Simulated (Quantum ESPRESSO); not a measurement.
NbSi:

```
CELL_PARAMETERS angstrom
3.15644 0.00000 0.00000
0.00000 3.15644 0.00000
0.00000 0.00000 3.15644
ATOMIC_POSITIONS crystal
Nb 0.00000 0.00000 0.00000
Si 0.50000 0.50000 0.50000
```

The cell was built by a generator and needn't be a form met in nature.

| Quantity | Value |
| --- | --- |
| Program | Quantum ESPRESSO 7.5 |
| Task | phonons |
| Functional | PBEsol |
| Potentials or basis | GBRV 1.5 PBEsol |
| Cutoff | 612 eV |
| Density cutoff | 4898 eV |
| k mesh | 8 × 8 × 8 |
| Occupations | cold, width 0.2 eV |
| Spin | no spin polarisation |
| Target pressure | 10 GPa |
| Mixing beta | 0.5 |
| Most SCF iterations | 120 |
| SCF threshold | 4e-10 Ry |

The cell and the atoms were relaxed first at 10 GPa, to 14.52 Å³/atom (a = 3.074 Å, b = 3.074 Å, c = 3.074 Å, α = 90.00°, β = 90.00°, γ = 90.00°), and the response was taken there.

Problem. Which optical modes does the crystal have at the zone centre, and which show in infrared and Raman spectra?

Solution. The optical modes are T1u. Infrared active: T1u. None is Raman active.

Optical modes at Γ, degenerate ones joined:
```
cm⁻¹  components  symmetry  active in
 308           3       T1u         IR
```

Caveat: the mesh is thin for the phonons of a metal; the cell is more than 3 GPa from zero pressure, which shifts response properties.
